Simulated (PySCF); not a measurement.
# C₆H₉BrSi: circular dichroism and optical rotation

Wanted: circular dichroism and optical rotation for C₆H₉BrSi (`C#C[C@H]1[C@H](Br)[Si]1(C)C`).

Programs: PySCF 2.14.0, with routines of our own; each step states its level. All values are computed. Atoms count from 0.

## 1. The starting structure

17 atoms, charge 0, multiplicity 1; geometry from: GFN2-xTB.

## 2. Circular dichroism and optical rotation: TDDFT BHandHLYP/def2-SVPD

What the job is given:

```
{"job": {"kind": "ecd", "xc": "BHandHLYP", "basis": "def2-SVPD", "nstates": 12}, "charge": 0, "multiplicity": 1}
C      3.035019     0.458244    -1.290487
C      2.137057    -0.140785    -0.767208
C      1.058648    -0.796579    -0.112740
C      0.741515    -0.304642     1.317675
Br     0.644186    -1.688790     2.687565
Si    -0.667036     0.007518     0.084806
C     -2.154926    -1.155264     0.171225
C     -0.897805     1.789593    -0.500002
H      3.831186     0.953074    -1.760071
H      1.100179    -1.875414    -0.226299
H      1.383763     0.488305     1.681728
H     -2.549645    -1.367433    -0.817723
H     -2.954327    -0.715886     0.760382
H     -1.880908    -2.098153     0.634836
H     -1.364129     1.810073    -1.479303
H      0.059325     2.295250    -0.574024
H     -1.529101     2.352920     0.179730
```

Method: TDDFT BHandHLYP/def2-SVPD circular dichroism and optical rotation, one conformer, gas phase.

Launch:

```
OMP_NUM_THREADS=1 python excited_run.py task.json out
```

This one command runs all jobs of the session in turn.

The log of the run:

```text
coarse grid: 67072 points
cycle   1  E = -3096.8435464172  dE = -4.034e-02  |g| = 4.040e-01  |ddm| = 1.075e+01
cycle   2  E = -3096.8736017230  dE = -3.006e-02  |g| = 2.810e-01  |ddm| = 2.015e+00
cycle   3  E = -3096.8935070790  dE = -1.991e-02  |g| = 8.733e-02  |ddm| = 8.317e-01
cycle   4  E = -3096.8951138924  dE = -1.607e-03  |g| = 4.635e-02  |ddm| = 2.065e-01
cycle   5  E = -3096.8956692210  dE = -5.553e-04  |g| = 1.020e-02  |ddm| = 1.268e-01
cycle   6  E = -3096.8956928391  dE = -2.362e-05  |g| = 3.464e-03  |ddm| = 3.172e-02
cycle   7  E = -3096.8956962050  dE = -3.366e-06  |g| = 6.641e-04  |ddm| = 8.115e-03
final grid: 140600 points
cycle   8  E = -3096.8956654636  dE = -1.651e-07  |g| = 6.338e-04  |ddm| = 9.129e-03
cycle   9  E = -3096.8956654343  dE =  2.932e-08  |g| = 7.742e-04  |ddm| = 2.649e-03
cycle  10  E = -3096.8956655887  dE = -1.544e-07  |g| = 5.655e-05  |ddm| = 1.370e-03
cycle  11  E = -3096.8956655904  dE = -1.691e-09  |g| = 3.094e-05  |ddm| = 2.432e-04
cycle  12  E = -3096.8956655910  dE = -6.357e-10  |g| = 1.926e-05  |ddm| = 1.428e-04
converged SCF energy = -3096.8956655910

Singlet excitations and rotatory strengths (1e-40 esu^2 cm^2)
state   eV       nm     f(len)   f(vel)    R(len)    R(vel)   main configurations
  1   5.2247   237.3  0.03311  0.03656    16.038    18.802   H->L 0.66, H-1->L 0.17
  2   5.6272   220.3  0.00656  0.00688     5.487     4.913   H-1->L 0.59, H->L 0.12
  3   6.0994   203.3  0.05568  0.05575   -15.427   -16.190   H->L+1 0.67, H->L+2 0.08
  4   6.2399   198.7  0.00403  0.00458    -4.655    -5.018   H-3->L 0.36, H->L+9 0.11
  5   6.4640   191.8  0.05209  0.05528    22.909    24.548   H->L+1 0.20, H->L+2 0.19, H->L+5 0.08
  6   6.5199   190.2  0.01864  0.01984    11.552    12.059   H-1->L+2 0.21, H->L+2 0.12, H-1->L+1 0.11
  7   6.7370   184.0  0.01257  0.01380     9.392     9.732   H->L+2 0.23, H-3->L 0.19, H->L+5 0.12
  8   6.7857   182.7  0.05792  0.05957   -16.490   -16.077   H-1->L+1 0.21, H-2->L 0.11, H->L+2 0.10
  9   6.9735   177.8  0.03140  0.03647    21.272    21.468   H-1->L+1 0.37, H->L+3 0.21
 10   7.1259   174.0  0.00334  0.00224    -3.073    -5.962   H->L+4 0.45, H->L+3 0.18
 11   7.2481   171.1  0.04421  0.04232   -15.890   -15.506   H->L+4 0.26, H-1->L+2 0.15, H->L+3 0.14
 12   7.2828   170.2  0.01146  0.01228   -11.543   -12.405   H-1->L+2 0.30, H->L+3 0.13, H-1->L+5 0.09

Specific rotation (deg / (dm g/mL))
    nm     length   length(OI)   velocity    alpha(len)  alpha(vel)
  633.0     -97.83     -93.72     -85.13      121.028    121.965
  589.3    -112.95    -108.12     -97.74      121.622    122.572
  546.0    -131.50    -125.73    -112.94      122.369    123.337
  436.0    -201.28    -191.28    -165.79      125.541    126.585
  405.0    -227.14    -215.01    -181.96      127.029    128.111
  365.0    -257.41    -241.23    -191.44      129.695    130.847
  355.0    -261.58    -244.06    -187.89      130.551    131.726
```

Wall time 2.7 min (1 thread of Arm Neoverse V1, shared host); peak memory 1.1 GiB.

## 3. Outcome

```
                                                                                       quantity                                                          value
state of largest rotatory strength (velocity form) among 12 (step 2, TDDFT BHandHLYP/def2-SVPD)  6.46 eV, R = +24.5 (velocity), +22.9 (length) ·10⁻⁴⁰ esu² cm²
                              specific rotation at 633.0 nm (step 2, TDDFT BHandHLYP/def2-SVPD)                               -85.1 (velocity), -97.8 (length)
```

In words: Steps that list no spin-orbit terms leave them out, which matters at and beside the heavy atoms. Rotations belong to one conformer. The length form depends on the origin in a finite basis.
